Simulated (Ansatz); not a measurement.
# C6H14Si: vertical ionisation energy

An exercise on one series of results from a longer session: the logs are not shown, and one member is left open.

Computed with Ansatz 0.2.0, Gaussian basis. Level: unrestricted cation, the program's frozen cores in correlated methods.

Levels to be run: UKS PBE-D4/def2-TZVPP; UKS r2SCAN-D4/def2-TZVPP; UKS PBE0-D4/def2-TZVPP; UKS B3LYP-D4/def2-TZVPP; UKS wB97X-V/def2-TZVPP; UKS wB97M-V/def2-TZVPP; UKS B2PLYP/def2-TZVPP; UHF-MP2/def2-TZVPP; UHF-MP2/def2-QZVPP; then −ε(HOMO) from the neutral's earlier runs with LDA (SPW92), PBE-D4, revPBE-D4, BLYP-D4, r2SCAN-D4, B97M-V, PBE0-D4, B3LYP-D4, r2SCANh-D4, r2SCAN0-D4, HSE06-D4, BHLYP-D4, CAM-B3LYP-D4, LC-ωPBE, ωB97X-V, ωB97M-V.

1 further run of the same task is left out (it didn't finish).

## The geometry

The geometry comes from an earlier relaxation with PBE0-D4 in a triple-zeta def2 set; it is a stationary point, not always the lowest conformer.

SMILES `CC(C)[Si]C(C)C`, 21 atoms, charge 0, spin multiplicity 1.

Atoms are counted from 1 here; the program's logs count them from 0.

Bond lengths: C1–C2 1.536 Å, C1–H8 1.092 Å, C1–H9 1.098 Å, C1–H10 1.095 Å, C2–C3 1.524 Å, C2–Si4 1.910 Å, C2–H11 1.095 Å, C3–H12 1.095 Å, C3–H13 1.093 Å, C3–H14 1.096 Å, Si4–C5 1.914 Å, C5–C6 1.528 Å, C5–C7 1.523 Å, C5–H15 1.110 Å, C6–H16 1.095 Å, C6–H17 1.095 Å, C6–H18 1.093 Å, C7–H19 1.092 Å and more. Angles: C2–C1–H8 112.4°, C2–C1–H9 111.9°, C2–C1–H10 110.6°, H8–C1–H9 107.6°, H8–C1–H10 107.8°, H9–C1–H10 106.3°, C1–C2–C3 111.0°, C1–C2–Si4 103.9°, C1–C2–H11 108.6°, C3–C2–Si4 112.2°, C3–C2–H11 109.5°, Si4–C2–H11 111.6°, C2–C3–H12 111.2°, C2–C3–H13 111.9°, C2–C3–H14 111.3°, H12–C3–H13 107.1°, H12–C3–H14 107.5°, H13–C3–H14 107.6° and more.

The first run:

in.yaml reads:

```yaml
crystal:
  periodic: [false, false, false]
  atoms:
    - {symbol: C, position_ang: [1.871226, -0.734186, 0.581773]}
    - {symbol: C, position_ang: [0.908363, -0.981762, -0.588485]}
    - {symbol: C, position_ang: [1.219434, -2.303363, -1.279682]}
    - {symbol: Si, position_ang: [-0.817248, -0.985204, 0.230284]}
    - {symbol: C, position_ang: [-1.089145, 0.870343, 0.613154]}
    - {symbol: C, position_ang: [-2.553186, 1.155688, 0.942569]}
    - {symbol: C, position_ang: [-0.515728, 1.921728, -0.328449]}
    - {symbol: H, position_ang: [1.806787, 0.286941, 0.964526]}
    - {symbol: H, position_ang: [1.680451, -1.415996, 1.421423]}
    - {symbol: H, position_ang: [2.906827, -0.910905, 0.271747]}
    - {symbol: H, position_ang: [1.012590, -0.160959, -1.306386]}
    - {symbol: H, position_ang: [1.103406, -3.146606, -0.591228]}
    - {symbol: H, position_ang: [0.553143, -2.486453, -2.126824]}
    - {symbol: H, position_ang: [2.248516, -2.324182, -1.655795]}
    - {symbol: H, position_ang: [-0.525742, 0.918863, 1.567733]}
    - {symbol: H, position_ang: [-3.169265, 1.128876, 0.038324]}
    - {symbol: H, position_ang: [-2.677730, 2.147654, 1.389455]}
    - {symbol: H, position_ang: [-2.965961, 0.418236, 1.635949]}
    - {symbol: H, position_ang: [0.561328, 1.814600, -0.469336]}
    - {symbol: H, position_ang: [-0.698440, 2.932843, 0.051971]}
    - {symbol: H, position_ang: [-0.984123, 1.864344, -1.316019]}
basis:
  gaussian: {orbitals: def2-TZVPP}
total_charge: 1
magnetization: {spin_polarized: true, initial_magnetization: 1}
hamiltonian: {xc: pbe, dispersion: d4}
```

Started as:

```bash
$ ansatz run in.yaml --threads 2 --pin off --events-out ev --progress --plain --max-ram 20480MiB --backend cuda --devices 0, --max-vram 18GiB
```

Steps of the session up to this table: Cation, UKS PBE-D4/def2-TZVPP; Cation, UKS r2SCAN-D4/def2-TZVPP; Cation, UKS PBE0-D4/def2-TZVPP; Cation, UKS B3LYP-D4/def2-TZVPP; Cation, UKS wB97X-V/def2-TZVPP; Cation, UKS wB97M-V/def2-TZVPP; Cation, UKS B2PLYP (frozen core)/def2-TZVPP; Cation, UHF-MP2/def2-TZVPP; Cation, UHF-MP2/def2-QZVPP.

One table of the session follows, with a row left open; its other results are not shown here.

For comparison, −ε(HOMO) of the neutral from earlier runs:

```
  functional  −ε(HOMO) (eV)
 LDA (SPW92)           4.84
      PBE-D4           4.74
   revPBE-D4           4.69
     BLYP-D4           4.62
   r2SCAN-D4           4.91
      B97M-V           5.00
     PBE0-D4           5.74
    B3LYP-D4           5.58
  r2SCANh-D4           5.29
  r2SCAN0-D4              ?
    HSE06-D4           5.35
    BHLYP-D4           6.66
CAM-B3LYP-D4           7.01
     LC-ωPBE           8.25
     ωB97X-V           7.97
     ωB97M-V           7.83
```

Estimate the missing values for r2SCAN0-D4.

Worked estimate for «−ε(HOMO) (eV)». Against the share of exact exchange, r2SCAN-D4 (0, 4.91), r2SCANh-D4 (0.1, 5.29) give a slope of 3.80 per unit share; at 0.25 the line stands at 5.86.

The run gave: −ε(HOMO) (eV): 5.85. In «−ε(HOMO) (eV)» the line misses by +0.01.
